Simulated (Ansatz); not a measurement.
**C2H6ClNOSi: shift of H8 from N1 to O3**

Aim: the minimum-energy path and barrier of the shift of H8 from N1 to O3. The ends are relaxed first, then joined by a nudged elastic band. SMILES of the start: NC(=O)[SiH2]CCl.

Program: Ansatz 0.2.0. Level of theory: RKS B3LYP-D4/def2-SVP. These are calculated values, not measurements.

**1. The system as given**

Bond lengths: N1–C2 1.392 Å, C2–O3 1.239 Å, C2–Si4 1.849 Å, Si4–C5 1.914 Å, C5–Cl6 1.798 Å, N1–H7 1.032 Å, N1–H8 1.016 Å, Si4–H9 1.500 Å, Si4–H10 1.508 Å, C5–H11 1.070 Å, C5–H12 1.082 Å. Angles (14 of 18 angles, heavy atoms first): N1–C2–O3 122.4°, N1–C2–Si4 119.7°, O3–C2–Si4 117.8°, C2–Si4–C5 109.2°, Si4–C5–Cl6 109.2°, C2–N1–H7 122.3°, C2–N1–H8 120.1°, C2–Si4–H9 113.9°, C2–Si4–H10 111.8°, C5–Si4–H9 109.7°, C5–Si4–H10 107.7°, Si4–C5–H11 113.1°, Si4–C5–H12 109.8°, Cl6–C5–H11 105.8°.

Coordinates:

```xyz
12

N     2.1508    0.7345   -0.8488
C     0.9352    0.0570   -0.8340
O     0.5935   -0.7125   -1.7423
Si   -0.1975    0.2381    0.6162
C    -1.7367   -0.8683    0.3549
Cl   -2.8544   -0.6662    1.7485
H     2.4057    1.4260   -0.1271
H     2.7575    0.6761   -1.6618
H     0.4424   -0.0892    1.9326
H    -0.6769    1.6589    0.7795
H    -2.3026   -0.6010   -0.5127
H    -1.4400   -1.9086    0.3290
```

**2. End point A**

The input, input.yaml:

```yaml
crystal:
  periodic: [false, false, false]
  atoms:
    - { symbol: "N", position_ang: [2.1508, 0.7345, -0.8488] }
    - { symbol: C, position_ang: [0.9352, 0.057, -0.834] }
    - { symbol: O, position_ang: [0.5935, -0.7125, -1.7423] }
    - { symbol: Si, position_ang: [-0.1975, 0.2381, 0.6162] }
    - { symbol: C, position_ang: [-1.7367, -0.8683, 0.3549] }
    - { symbol: Cl, position_ang: [-2.8544, -0.6662, 1.7485] }
    - { symbol: H, position_ang: [2.4057, 1.426, -0.1271] }
    - { symbol: H, position_ang: [2.7575, 0.6761, -1.6618] }
    - { symbol: H, position_ang: [0.4424, -0.0892, 1.9326] }
    - { symbol: H, position_ang: [-0.6769, 1.6589, 0.7795] }
    - { symbol: H, position_ang: [-2.3026, -0.601, -0.5127] }
    - { symbol: H, position_ang: [-1.44, -1.9086, 0.329] }
basis:
  gaussian: { orbitals: def2-SVP }
hamiltonian:
  xc: b3lyp
  dispersion: d4
relax:
  f_tol: 0.02
  max_steps: 50
```

Run with:

```
ansatz run input.yaml --threads 2 --pin off --max-ram 3072MiB --backend cpu --events-out ev --progress --plain --runs-dir out
```

Output, cut to the lines that bear on the results:

```text
Warning: RAYON_NUM_THREADS=2 ignored (pool sized by the plan → 2); use --threads N
[...]
Functional definition: B3LYP
[...]
1309 factors; integrals over basis functions are off by at most 3.8e-4 eV
[...]
mean field -26099.42536738 eV, -959.1361914253 hartree, gradient 4.9e-5 eV, S^2 0.000000; 0 other end points of the search recorded, 0 dependent functions left out
[...]
reference -26099.42564065 eV, -959.1362014678 hartree; 32, 32 occupied and 90, 90 virtual orbitals, 1309 factors
relax step   1: F+E_penalty+E_count = -26099.88224788 eV  Δ(F+E_penalty+E_count) = +0.000e0 eV  max|allowed force component| = 1.757e0 eV/Å  Δτ_max = 0.0000 Å  (29 SCF iters, accepted)
[...]
relax step  12: F+E_penalty+E_count = -26100.05363634 eV  Δ(F+E_penalty+E_count) = -1.568e-4 eV  max|allowed force component| = 1.422e-1 eV/Å  Δτ_max = 0.0436 Å  (31 SCF iters, accepted)
[...]
relax step  13: F+E_penalty+E_count = -26100.05475790 eV  Δ(F+E_penalty+E_count) = -1.122e-3 eV  max|allowed force component| = 2.128e-1 eV/Å  Δτ_max = 0.0761 Å  (31 SCF iters, accepted)
[...]
1309 factors; integrals over basis functions are off by at most 4.0e-4 eV
mean field -26099.59938501 eV, -959.1425864553 hartree, gradient 1.4e-5 eV, S^2 0.000000; 0 other end points of the search recorded, 0 dependent functions left out
[...]
reference -26099.59965693 eV, -959.1425964481 hartree; 32, 32 occupied and 90, 90 virtual orbitals, 1309 factors
```

**3. The output, continued: end point A relaxed**

Output, continued:

```text
relax step  14: F+E_penalty+E_count = -26100.05622422 eV  Δ(F+E_penalty+E_count) = -1.466e-3 eV  max|allowed force component| = 2.368e-1 eV/Å  Δτ_max = 0.0514 Å  (30 SCF iters, accepted)
these checks for a lower state are left out or cut short: starts, cluster_reference, orbital_swaps, neighbouring_geometries, increment
1309 factors; integrals over basis functions are off by at most 4.0e-4 eV
mean field -26099.60167736 eV, -959.1426706975 hartree, gradient 1.2e-5 eV, S^2 0.000000; 0 other end points of the search recorded, 0 dependent functions left out
the calculation of the forces begins
reference -26099.60194966 eV, -959.1426807045 hartree; 32, 32 occupied and 90, 90 virtual orbitals, 1309 factors
relax step  15: F+E_penalty+E_count = -26100.05826037 eV  Δ(F+E_penalty+E_count) = -2.036e-3 eV  max|allowed force component| = 5.233e-1 eV/Å  Δτ_max = 0.1579 Å  (31 SCF iters, accepted)
these checks for a lower state are left out or cut short: starts, cluster_reference, orbital_swaps, neighbouring_geometries, increment
1309 factors; integrals over basis functions are off by at most 4.0e-4 eV
mean field -26099.60563703 eV, -959.1428162128 hartree, gradient 1.6e-5 eV, S^2 0.000000; 0 other end points of the search recorded, 0 dependent functions left out
the calculation of the forces begins
reference -26099.60590974 eV, -959.1428262348 hartree; 32, 32 occupied and 90, 90 virtual orbitals, 1309 factors
relax step  16: F+E_penalty+E_count = -26100.06220334 eV  Δ(F+E_penalty+E_count) = -3.943e-3 eV  max|allowed force component| = 3.551e-1 eV/Å  Δτ_max = 0.0418 Å  (31 SCF iters, accepted)
these checks for a lower state are left out or cut short: starts, cluster_reference, orbital_swaps, neighbouring_geometries, increment
1309 factors; integrals over basis functions are off by at most 4.0e-4 eV
mean field evaluation 128: about -26099.6109 eV, gradient 1.8e-5 eV
mean field -26099.61089061 eV, -959.1430092783 hartree, gradient 1.8e-5 eV, S^2 0.000000; 0 other end points of the search recorded, 0 dependent functions left out
the calculation of the forces begins
reference -26099.61116477 eV, -959.1430193536 hartree; 32, 32 occupied and 90, 90 virtual orbitals, 1309 factors
relax step  17: F+E_penalty+E_count = -26100.06778454 eV  Δ(F+E_penalty+E_count) = -5.581e-3 eV  max|allowed force component| = 1.435e-1 eV/Å  Δτ_max = 0.1209 Å  (31 SCF iters, accepted)
these checks for a lower state are left out or cut short: starts, cluster_reference, orbital_swaps, neighbouring_geometries, increment
1309 factors; integrals over basis functions are off by at most 4.1e-4 eV
mean field -26099.61383040 eV, -959.1431173135 hartree, gradient 2.5e-5 eV, S^2 0.000000; 0 other end points of the search recorded, 0 dependent functions left out
the calculation of the forces begins
reference -26099.61410612 eV, -959.1431274461 hartree; 32, 32 occupied and 90, 90 virtual orbitals, 1309 factors
relax step  18: F+E_penalty+E_count = -26100.07005638 eV  Δ(F+E_penalty+E_count) = -2.272e-3 eV  max|allowed force component| = 4.337e-1 eV/Å  Δτ_max = 0.1951 Å  (29 SCF iters, accepted)
these checks for a lower state are left out or cut short: starts, cluster_reference, orbital_swaps, neighbouring_geometries, increment
1309 factors; integrals over basis functions are off by at most 4.1e-4 eV
mean field -26099.61754942 eV, -959.1432539851 hartree, gradient 1.6e-5 eV, S^2 0.000000; 0 other end points of the search recorded, 0 dependent functions left out
the calculation of the forces begins
reference -26099.61782498 eV, -959.1432641118 hartree; 32, 32 occupied and 90, 90 virtual orbitals, 1309 factors
relax step  19: F+E_penalty+E_count = -26100.07376885 eV  Δ(F+E_penalty+E_count) = -3.712e-3 eV  max|allowed force component| = 1.223e-1 eV/Å  Δτ_max = 0.0115 Å  (31 SCF iters, accepted)
these checks for a lower state are left out or cut short: starts, cluster_reference, orbital_swaps, neighbouring_geometries, increment
1309 factors; integrals over basis functions are off by at most 4.1e-4 eV
mean field -26099.61814544 eV, -959.1432758882 hartree, gradient 1.1e-5 eV, S^2 0.000000; 0 other end points of the search recorded, 0 dependent functions left out
the calculation of the forces begins
reference -26099.61842048 eV, -959.1432859957 hartree; 32, 32 occupied and 90, 90 virtual orbitals, 1309 factors
relax step  20: F+E_penalty+E_count = -26100.07461886 eV  Δ(F+E_penalty+E_count) = -8.500e-4 eV  max|allowed force component| = 1.130e-1 eV/Å  Δτ_max = 0.0535 Å  (30 SCF iters, accepted)
these checks for a lower state are left out or cut short: starts, cluster_reference, orbital_swaps, neighbouring_geometries, increment
1309 factors; integrals over basis functions are off by at most 4.0e-4 eV
mean field -26099.61965797 eV, -959.1433314727 hartree, gradient 2.1e-5 eV, S^2 0.000000; 0 other end points of the search recorded, 0 dependent functions left out
the calculation of the forces begins
reference -26099.61993201 eV, -959.1433415436 hartree; 32, 32 occupied and 90, 90 virtual orbitals, 1309 factors
relax step  21: F+E_penalty+E_count = -26100.07603510 eV  Δ(F+E_penalty+E_count) = -1.416e-3 eV  max|allowed force component| = 7.968e-2 eV/Å  Δτ_max = 0.0831 Å  (30 SCF iters, accepted)
these checks for a lower state are left out or cut short: starts, cluster_reference, orbital_swaps, neighbouring_geometries, increment
1309 factors; integrals over basis functions are off by at most 4.0e-4 eV
mean field evaluation 160: about -26099.6201 eV, gradient 1.0e-1 eV
mean field -26099.62008793 eV, -959.1433472735 hartree, gradient 1.6e-5 eV, S^2 0.000000; 0 other end points of the search recorded, 0 dependent functions left out
the calculation of the forces begins
reference -26099.62036163 eV, -959.1433573318 hartree; 32, 32 occupied and 90, 90 virtual orbitals, 1309 factors
relax step  22: F+E_penalty+E_count = -26100.07632410 eV  Δ(F+E_penalty+E_count) = -2.890e-4 eV  max|allowed force component| = 2.427e-2 eV/Å  Δτ_max = 0.0209 Å  (31 SCF iters, accepted)
these checks for a lower state are left out or cut short: starts, cluster_reference, orbital_swaps, neighbouring_geometries, increment
1309 factors; integrals over basis functions are off by at most 4.0e-4 eV
mean field -26099.62012933 eV, -959.1433487950 hartree, gradient 1.6e-5 eV, S^2 0.000000; 0 other end points of the search recorded, 0 dependent functions left out
the calculation of the forces begins
reference -26099.62040276 eV, -959.1433588433 hartree; 32, 32 occupied and 90, 90 virtual orbitals, 1309 factors
relax step  23: F+E_penalty+E_count = -26100.07642129 eV  Δ(F+E_penalty+E_count) = -9.718e-5 eV  max|allowed force component| = 2.515e-2 eV/Å  Δτ_max = 0.0157 Å  (31 SCF iters, accepted)
these checks for a lower state are left out or cut short: starts, cluster_reference, orbital_swaps, neighbouring_geometries, increment
1309 factors; integrals over basis functions are off by at most 4.0e-4 eV
mean field -26099.62013574 eV, -959.1433490305 hartree, gradient 9.4e-6 eV, S^2 0.000000; 0 other end points of the search recorded, 0 dependent functions left out
the calculation of the forces begins
reference -26099.62040907 eV, -959.1433590751 hartree; 32, 32 occupied and 90, 90 virtual orbitals, 1309 factors
relax step  24: F+E_penalty+E_count = -26100.07644711 eV  Δ(F+E_penalty+E_count) = -2.582e-5 eV  max|allowed force component| = 1.064e-2 eV/Å  Δτ_max = 0.0056 Å  (26 SCF iters, accepted)
1309 factors; integrals over basis functions are off by at most 4.0e-4 eV
mean field evaluation 192: about -26099.6201 eV, gradient 2.8e-3 eV
mean field -26099.62013574 eV, -959.1433490305 hartree, gradient 9.4e-6 eV, S^2 0.000000; 1 other end points of the search recorded, 0 dependent functions left out
the calculation of the forces begins
reference -26099.62040907 eV, -959.1433590751 hartree; 32, 32 occupied and 90, 90 virtual orbitals, 1309 factors
Total energy: -26100.07672044 eV, -959.1601282087 hartree
Atom 0 at     2.153744     0.474845    -0.802622 Å, force    -0.009685    -0.006235    -0.010640 eV/Å
Atom 1 at     0.804469     0.342983    -0.919191 Å, force     0.003011     0.003115     0.010207 eV/Å
Atom 2 at     0.243962     0.146265    -1.988877 Å, force    -0.003766    -0.001345    -0.005639 eV/Å
Atom 3 at    -0.326659     0.463904     0.642738 Å, force     0.000882    -0.001409     0.000476 eV/Å
Atom 4 at    -1.564196    -0.949073     0.438493 Å, force    -0.001686     0.001116     0.002030 eV/Å
Atom 5 at    -2.849207    -0.859303     1.710984 Å, force     0.001722    -0.000015    -0.000999 eV/Å
Atom 6 at     2.604552     0.622373     0.090901 Å, force     0.003416     0.002625     0.005310 eV/Å
Atom 7 at     2.727426     0.414793    -1.640175 Å, force     0.006018     0.002075     0.001897 eV/Å
Atom 8 at     0.432021     0.330864     1.922221 Å, force    -0.000052    -0.000004    -0.000066 eV/Å
Atom 9 at    -1.027230     1.774491     0.609304 Å, force    -0.000053     0.000448    -0.000887 eV/Å
Atom 10 at    -2.042384    -0.884604    -0.549057 Å, force    -0.000371    -0.000226    -0.000967 eV/Å
Atom 11 at    -1.079497    -1.932735     0.519280 Å, force     0.000564    -0.000144    -0.000722 eV/Å
Dipole moment:     0.774502     0.046257     0.184483 e Å
```

Run time: 1.8 min. Hardware: 2 threads of Arm Neoverse V1, shared host; peak memory 0.3 GiB.

Relaxation path:

| step | energy from step 1 (eV) | largest force component (eV/Å) |
| --- | --- | --- |
| 1 | 0.0000 | 1.7568 |
| 2 | -0.1316 | 1.0273 |
| 3 | -0.1605 | 0.4002 |
| 4 | -0.1690 | 0.1744 |
| 5 | -0.1699 | 0.0872 |
| 6 | -0.1704 | 0.0335 |
| 7x | -0.1701 | 0.0757 |
| 8 | -0.1706 | 0.0432 |
| 9 | -0.1709 | 0.0265 |
| 10 | -0.1710 | 0.0271 |
| 11 | -0.1712 | 0.1164 |
| 12 | -0.1714 | 0.1422 |
| 13 | -0.1725 | 0.2128 |
| 14 | -0.1740 | 0.2368 |
| 15 | -0.1760 | 0.5233 |
| 16 | -0.1800 | 0.3551 |
| 17 | -0.1855 | 0.1435 |
| 18 | -0.1878 | 0.4337 |
| 19 | -0.1915 | 0.1223 |
| 20 | -0.1924 | 0.1130 |
| 21 | -0.1938 | 0.0797 |
| 22 | -0.1941 | 0.0243 |
| 23 | -0.1942 | 0.0252 |
| 24 | -0.1942 | 0.0106 |

Step 1 is the start. 1 step was tried and not accepted (marked x).

After: Bond lengths: N1–C2 1.361 Å, C2–O3 1.224 Å, C2–Si4 1.932 Å, Si4–C5 1.889 Å, C5–Cl6 1.811 Å, N1–H7 1.012 Å, N1–H8 1.017 Å, Si4–H9 1.493 Å, Si4–H10 1.486 Å, C5–H11 1.099 Å, C5–H12 1.100 Å. Angles (14 of 18 angles, heavy atoms first): N1–C2–O3 123.0°, N1–C2–Si4 120.3°, O3–C2–Si4 116.7°, C2–Si4–C5 104.4°, Si4–C5–Cl6 110.6°, C2–N1–H7 122.1°, C2–N1–H8 118.9°, C2–Si4–H9 112.9°, C2–Si4–H10 108.2°, C5–Si4–H9 111.0°, C5–Si4–H10 110.4°, Si4–C5–H11 109.8°, Si4–C5–H12 111.9°, Cl6–C5–H11 108.6°.

**4. End point B**

The second end starts from a geometry with the move made by hand.

input.yaml: that of step 2 with these lines changed.

```diff
@@ -10,3 +10,3 @@
     - { symbol: H, position_ang: [2.4057, 1.426, -0.1271] }
-    - { symbol: H, position_ang: [2.7575, 0.6761, -1.6618] }
+    - { symbol: H, position_ang: [0.7699, -1.14087, -2.61722] }
     - { symbol: H, position_ang: [0.4424, -0.0892, 1.9326] }
```

Run with:

```
ansatz run input.yaml --threads 2 --pin off --max-ram 3072MiB --backend cpu --events-out ev --progress --plain --runs-dir out
```

Output, cut to the lines that bear on the results:

```text
Warning: RAYON_NUM_THREADS=2 ignored (pool sized by the plan → 2); use --threads N
[...]
[... 1 set-up line as earlier in the session ...]
[...]
1309 factors; integrals over basis functions are off by at most 3.8e-4 eV
[...]
mean field -26097.29345554 eV, -959.0578451102 hartree, gradient 2.0e-5 eV, S^2 0.000000; 0 other end points of the search recorded, 0 dependent functions left out
[...]
relax step  15: F+E_penalty+E_count = -26099.48416244 eV  Δ(F+E_penalty+E_count) = -1.618e-3 eV  max|allowed force component| = 3.175e-1 eV/Å  Δτ_max = 0.1961 Å  (30 SCF iters, accepted)
[...]
relax step  16: F+E_penalty+E_count = -26099.48695230 eV  Δ(F+E_penalty+E_count) = -2.790e-3 eV  max|allowed force component| = 3.398e-1 eV/Å  Δτ_max = 0.0371 Å  (30 SCF iters, accepted)
[...]
1309 factors; integrals over basis functions are off by at most 4.0e-4 eV
[...]
```

[end of part 1 of 3]
